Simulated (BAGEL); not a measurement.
# triplet NBrO: levels of theory compared

We compute a comparison of 3 runs (UHF/3-21G, ROHF/6-31G*, ROHF/def2-TZVP) of triplet NBrO. 

The calculation is run with BAGEL 1.2.2.

10 further runs of the same task are left out: 5 that didn't finish, 5 set aside as unsound or not needed.

### 1 The molecule

NBrO: 3 atoms, total charge 0, spin state triplet. As SMILES of the parent species, `O=NBr`. Geometry: relaxed at PBE0-D4/def2-TZVP. That shape belongs to the parent species and isn't relaxed for this state.

Bond lengths: O1–N2 1.126 Å, N2–Br3 2.117 Å. Angles: O1–N2–Br3 114.9°.

### 2 The energy at UHF/3-21G (density fitting with cc-pvqz-jkfit) (run 1)

Input file calc.json:

```json
{ "bagel": [

{
  "title": "molecule",
  "basis": "3-21g",
  "df_basis": "cc-pvqz-jkfit",
  "angstrom": true,
  "geometry": [
    { "atom": "O", "xyz": [    0.941780,   -0.646800,    0.448530 ] },
    { "atom": "N", "xyz": [   -0.044940,   -0.636480,   -0.092930 ] },
    { "atom": "Br", "xyz": [   -0.896840,    1.283280,   -0.355590 ] }
  ]
},
{
  "title": "uhf",
  "nopen": 2
},
{
  "title": "print",
  "file": "orbitals.molden",
  "orbitals": true
}

]}
```

The run is started by

```sh
$ BAGEL_NUM_THREADS=1 BAGEL calc.json > calc.out
```

What it wrote:

```text
* using 1 threads per process

  ===============================================================
  ===============================================================

  *** Geometry ***

  { "atom" : "O", "xyz" : [      1.779706,     -1.222275,      0.847599 ] },
  { "atom" : "N", "xyz" : [     -0.084924,     -1.202773,     -0.175612 ] },
  { "atom" : "Br", "xyz" : [     -1.694782,      2.425048,     -0.671968 ] },

  Number of auxiliary basis functions:      430

  Since a DF basis is specified, we compute 2- and 3-index integrals:
    o Being stored without compression. Storage requirement is 0.006 GB

  Number of basis functions:       40
  Number of electrons      :       50

    * METHOD: MOLECULE                             0.11

  *** Open-shell HF ***

  === Nuclear Repulsion ===
   140.7957855203

      * DIIS with orbital gradients will be used.

  === UHF iteration (3-21g) ===
      0      -2688.44355943          0.02775193           0.05
      1      -2688.47470067          0.02338226           0.05
      2      -2688.48328938          0.01933160           0.05
      3      -2688.49425221          0.00152553           0.05
      4      -2688.49548455          0.00085029           0.05
      5      -2688.49609927          0.00046835           0.05
      6      -2688.49638191          0.00031694           0.05
      7      -2688.49652078          0.00025840           0.05
      8      -2688.49673194          0.00011700           0.05
      9      -2688.49674638          0.00007870           0.05
     10      -2688.49675154          0.00005395           0.05
     11      -2688.49675348          0.00002582           0.05
     12      -2688.49675418          0.00001493           0.05
     13      -2688.49675441          0.00001120           0.05
     14      -2688.49675456          0.00000756           0.05
     15      -2688.49675463          0.00000302           0.05
     16      -2688.49675464          0.00000184           0.05
     17      -2688.49675464          0.00000121           0.05
     18      -2688.49675464          0.00000078           0.05
     19      -2688.49675464          0.00000043           0.05
     20      -2688.49675464          0.00000019           0.05
     21      -2688.49675464          0.00000014           0.05
     22      -2688.49675464          0.00000011           0.05
     23      -2688.49675464          0.00000007           0.05
     24      -2688.49675464          0.00000003           0.05
     25      -2688.49675464          0.00000002           0.05
     26      -2688.49675464          0.00000001           0.05
     27      -2688.49675464          0.00000001           0.05
    * SCF iteration converged.

    * S^2 (UHF) is 2.0810

    * Permanent dipole moment:
           (    0.054620,    -0.029252,     0.026898) a.u.

    * METHOD: UHF                                  1.50

    * METHOD: PRINT                                0.00

  ===============================================================
```

Run time: 1.8 s. Hardware: 1 thread of Arm Neoverse V2, shared host; peak memory 0.14 GiB.

### 3 A single-point energy at ROHF/6-31G(d) (density fitting with cc-pvqz-jkfit, spherical functions) (run 2)

Input file input.json:

```json
{ "bagel" : [

{
  "title" : "molecule",
  "basis" : "6-31gs.json",
  "df_basis" : "cc-pvqz-jkfit",
  "angstrom" : "true",
  "geometry" : [
    { "atom" : "O", "xyz" : [       0.941780,      -0.646800,       0.448530 ] },
    { "atom" : "N", "xyz" : [      -0.044940,      -0.636480,      -0.092930 ] },
    { "atom" : "Br", "xyz" : [      -0.896840,       1.283280,      -0.355590 ] }
  ]
},

{ "title" : "rohf", "nopen" : 2 },

{ "title" : "print", "file" : "orbitals.molden", "orbitals" : "true" }

]}
```

The basis set 6-31G* is read from a file made from the Basis Set Exchange's data (not shown).

The run is started by

```sh
$ BAGEL_NUM_THREADS=1 BAGEL input.json > input.out
```

What it wrote:

```text
* using 1 threads per process

  ===============================================================
  ===============================================================

  *** Geometry ***

  { "atom" : "O", "xyz" : [      1.779706,     -1.222275,      0.847599 ] },
  { "atom" : "N", "xyz" : [     -0.084924,     -1.202773,     -0.175612 ] },
  { "atom" : "Br", "xyz" : [     -1.694782,      2.425048,     -0.671968 ] },

  Number of auxiliary basis functions:      430

  Since a DF basis is specified, we compute 2- and 3-index integrals:
    o Being stored without compression. Storage requirement is 0.012 GB

  Number of basis functions:       60
  Number of electrons      :       50

    * METHOD: MOLECULE                             0.15

  *** Open-shell HF ***

  === Nuclear Repulsion ===
   140.7957855203

      * DIIS with orbital gradients will be used.

  === ROHF iteration (6-31gs.json) ===
      0      -2701.21620775          0.02234918           0.08
      1      -2701.24175106          0.02004210           0.08
      2      -2701.24880205          0.01765100           0.09
      3      -2701.26947198          0.00174521           0.09
      4      -2701.27092644          0.00101269           0.09
      5      -2701.27175316          0.00059057           0.09
      6      -2701.27212865          0.00016420           0.09
      7      -2701.27224147          0.00008030           0.08
      8      -2701.27224938          0.00003478           0.08
      9      -2701.27225499          0.00002055           0.08
     10      -2701.27225804          0.00001296           0.08
     11      -2701.27225805          0.00000792           0.08
     12      -2701.27225905          0.00000361           0.09
     13      -2701.27225935          0.00000237           0.08
     14      -2701.27225952          0.00000184           0.08
     15      -2701.27225956          0.00000139           0.09
     16      -2701.27225962          0.00000082           0.09
     17      -2701.27225959          0.00000057           0.08
     18      -2701.27225962          0.00000033           0.08
     19      -2701.27225960          0.00000017           0.08
     20      -2701.27225959          0.00000010           0.08
     21      -2701.27225959          0.00000005           0.09
     22      -2701.27225958          0.00000003           0.09
     23      -2701.27225958          0.00000002           0.09
     24      -2701.27225958          0.00000001           0.09
     25      -2701.27225958          0.00000001           0.09
    * SCF iteration converged.

    * S^2 (ROHF) is 2.0000

    * Permanent dipole moment:
           (    0.045329,     0.088597,     0.034421) a.u.

    * METHOD: ROHF                                 2.34

    * METHOD: PRINT                                0.01

  ===============================================================
```

Run time: 2.6 s. Hardware: 1 thread of Arm Neoverse V2, shared host; peak memory 0.14 GiB.

### 4 A single-point energy at ROHF/def2-TZVP (density fitting with cc-pvqz-jkfit) (run 3)

Input file input.json:

```json
{ "bagel" : [

{
  "title" : "molecule",
  "basis" : "def2-tzvp.json",
  "df_basis" : "cc-pvqz-jkfit",
  "angstrom" : true,
  "geometry" : [
    { "atom" : "O", "xyz" : [    0.941780,   -0.646800,    0.448530 ] },
    { "atom" : "N", "xyz" : [   -0.044940,   -0.636480,   -0.092930 ] },
    { "atom" : "Br", "xyz" : [   -0.896840,    1.283280,   -0.355590 ] }
  ]
},
{
  "title" : "rohf",
  "nopen" : 2
},
{
  "title" : "print",
  "file" : "orbitals.molden",
  "orbitals" : true
}

]}
```

The basis set def2-TZVP is read from a file made from the Basis Set Exchange's data (not shown).

The run is started by

```sh
$ BAGEL_NUM_THREADS=1 BAGEL input.json > input.out
```

What it wrote:

```text
* using 1 threads per process

  ===============================================================
  ===============================================================

  *** Geometry ***

  { "atom" : "O", "xyz" : [      1.779706,     -1.222275,      0.847599 ] },
  { "atom" : "N", "xyz" : [     -0.084924,     -1.202773,     -0.175612 ] },
  { "atom" : "Br", "xyz" : [     -1.694782,      2.425048,     -0.671968 ] },

  Number of auxiliary basis functions:      430

  Since a DF basis is specified, we compute 2- and 3-index integrals:
    o Being stored without compression. Storage requirement is 0.042 GB

  Number of basis functions:      110
  Number of electrons      :       50

    * METHOD: MOLECULE                             0.21

  *** Open-shell HF ***

  === Nuclear Repulsion ===
   140.7957855203

      * DIIS with orbital gradients will be used.

  === ROHF iteration (def2-tzvp.json) ===
      0      -2701.53047645          0.02749036           0.17
      1      -2701.56643496          0.02701250           0.17
      2      -2701.58068440          0.02456127           0.17
      3      -2701.64181180          0.00160039           0.17
      4      -2701.64307521          0.00098622           0.17
      5      -2701.64399949          0.00061096           0.16
      6      -2701.64462524          0.00025743           0.17
      7      -2701.64479915          0.00012165           0.16
      8      -2701.64484265          0.00007429           0.16
      9      -2701.64486197          0.00005262           0.18
     10      -2701.64486868          0.00004048           0.17
     11      -2701.64487792          0.00003087           0.18
     12      -2701.64488143          0.00002047           0.17
     13      -2701.64488489          0.00001401           0.18
     14      -2701.64488601          0.00000841           0.18
     15      -2701.64488639          0.00000466           0.17
     16      -2701.64488603          0.00000249           0.18
     17      -2701.64488582          0.00000127           0.19
     18      -2701.64488556          0.00000085           0.19
     19      -2701.64488554          0.00000068           0.18
     20      -2701.64488547          0.00000053           0.19
     21      -2701.64488549          0.00000041           0.19
     22      -2701.64488548          0.00000030           0.19
     23      -2701.64488550          0.00000018           0.18
     24      -2701.64488551          0.00000010           0.18
     25      -2701.64488551          0.00000006           0.18
     26      -2701.64488551          0.00000003           0.19
     27      -2701.64488551          0.00000001           0.19
     28      -2701.64488550          0.00000001           0.19
    * SCF iteration converged.

    * S^2 (ROHF) is 2.0000

    * Permanent dipole moment:
           (    0.051211,     0.092493,     0.038073) a.u.

    * METHOD: ROHF                                 5.37

    * METHOD: PRINT                                0.02

  ===============================================================
```

Run time: 6 s. Hardware: 1 thread of Arm Neoverse V2, shared host; peak memory 0.14 GiB.

### 5 The series

| run | level | energy (Eh) | dipole moment (D) | ⟨S²⟩ | wall time |
| --- | --- | --- | --- | --- | --- |
| 1 | UHF/3-21G (density fitting with cc-pvqz-jkfit) | -2688.496755 | 0.17 | 2.081 | 1.8 s |
| 2 | ROHF/6-31G* (density fitting with cc-pvqz-jkfit, spherical functions) | -2701.272260 | 0.27 | 2.000 | 2.6 s |
| 3 | ROHF/def2-TZVP (density fitting with cc-pvqz-jkfit) | -2701.644885 | 0.29 | 2.000 | 6 s |

### 6 Outcome

| quantity | value |
| --- | --- |
| run 3: total energy | -2701.64489 Eh |
| run 3: dipole moment | 0.29 D |
| run 3: ⟨S²⟩ | 2.000 |

The dipole moment (its size) runs from 0.17 D (UHF/3-21G) to 0.29 D (ROHF/def2-TZVP). The two ends differ in method and basis. All runs together took 10 s, the longest 6 s.
